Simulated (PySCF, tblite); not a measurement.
**C4H9BFNO2: geometry, infrared bands and NMR shifts**

Wanted: the infrared bands and NMR shifts of C4H9BFNO2 (`CNB1OCC(F)CO1`), by calculation.

Computed with tblite 0.8.0 and PySCF 2.14.0, with density-fitted response routines of our own, on a single molecule in the gas phase. Atoms count from 0, in the outputs and in this text.

## (1) Starting geometry

18 atoms, charge 0, multiplicity 1; geometry from: force field or distance geometry start.

Bonds of the start (Å): C0–N1 1.48, N1–B2 1.52, B2–O3 1.49, O3–C4 1.42, C4–C5 1.54, C5–F6 1.38, C5–C7 1.56, C7–O8 1.41, O8–B2 1.47, C0–H9 1.11, C0–H10 1.11, C0–H11 1.10, N1–H12 1.06, C4–H13 1.12, C4–H14 1.12, C5–H15 1.12, C7–H16 1.12, C7–H17 1.11.

## (2) Relaxing the molecule with GFN2-xTB

The job: settings as JSON, then the geometry in Å.

```
{"job": {"kind": "relax", "xc": "GFN2-xTB", "basis": "xTB"}, "charge": 0, "multiplicity": 1}
C      2.962000    -0.270200    -0.029700
N      1.640500    -0.629200    -0.579000
B      0.634400     0.456800    -0.246000
O     -0.246400     0.990900    -1.324500
C     -1.486500     0.300900    -1.219200
C     -2.123800     0.432300     0.175900
F     -3.264900    -0.334700     0.248000
C     -1.093200    -0.032200     1.247200
O      0.144200     0.639500     1.132200
H      3.315500     0.673200    -0.490000
H      2.911500    -0.154500     1.076600
H      3.679900    -1.072200    -0.266100
H      1.325200    -1.504300    -0.075500
H     -1.362300    -0.772300    -1.506600
H     -2.185300     0.756700    -1.965800
H     -2.386700     1.497200     0.378300
H     -0.949500    -1.137400     1.184000
H     -1.523200     0.165900     2.248500
```

Launch:

```bash
> OMP_NUM_THREADS=1 python probes_run.py task.json out
```

This one command runs all jobs of the session in turn.

**Question.** This job is followed by: GFN2-xTB harmonic vibrations, gas phase; GIAO PBE0/pcSseg-1 NMR shielding, non-relativistic, gas phase. Predict these results of the whole session: strongest single infrared mode (GFN2-xTB); zero-point energy (GFN2-xTB); 13C shifts against TMS (PBE0/pcSseg-1, means over atoms taken as alike); 1H shifts against TMS (PBE0/pcSseg-1, means over atoms taken as alike); 15N shifts against NH3 (PBE0/pcSseg-1); 11B shifts against BF3·OEt2 (PBE0/pcSseg-1); 17O shifts against H2O (PBE0/pcSseg-1, means over atoms taken as alike); 19F shifts against CFCl3 (PBE0/pcSseg-1).

The runs gave:

| quantity | value |
| --- | --- |
| strongest single infrared mode (GFN2-xTB) | 1461 cm⁻¹, 346 km/mol |
| zero-point energy (GFN2-xTB) | 88.3 kcal/mol |
| 13C shifts against TMS (PBE0/pcSseg-1, means over atoms taken as alike) | 88.4, 68.7, 29.9 ppm |
| 1H shifts against TMS (PBE0/pcSseg-1, means over atoms taken as alike) | 4.77, 4.48, 4.08, 2.80, 1.68 ppm |
| 15N shifts against NH3 (PBE0/pcSseg-1) | 58.7 ppm |
| 11B shifts against BF3·OEt2 (PBE0/pcSseg-1) | 16.6 ppm |
| 17O shifts against H2O (PBE0/pcSseg-1, means over atoms taken as alike) | 66.6 ppm |
| 19F shifts against CFCl3 (PBE0/pcSseg-1) | -240.2 ppm |

Relaxing lowered the energy by 2.289 eV in 104 steps; the close pair that moved most is N1–B2, from 1.517 to 1.399 Å. All 48 modes are real, so the xTB geometry is a minimum. The strongest single mode, at 1461 cm⁻¹, is carried by N1, B2, H9, H11. GFN2-xTB is a fitted tight-binding method: band positions and strengths are rough. Its intensities can rank the bands wrongly. The most deshielded carbon is C5 (sp3 CH bonded to F), at 88.4 ppm: pulled downfield by the heteroatom. H15 (hydrogen on an sp3 CH bonded to F) lies farthest downfield among hydrogen, at 4.77 ppm; its carbon carries F, which withdraws density. At PBE0/pcSseg-1: Shielding is most anisotropic at O3, O8 (span 148 ppm, paramagnetic term -127 ppm).
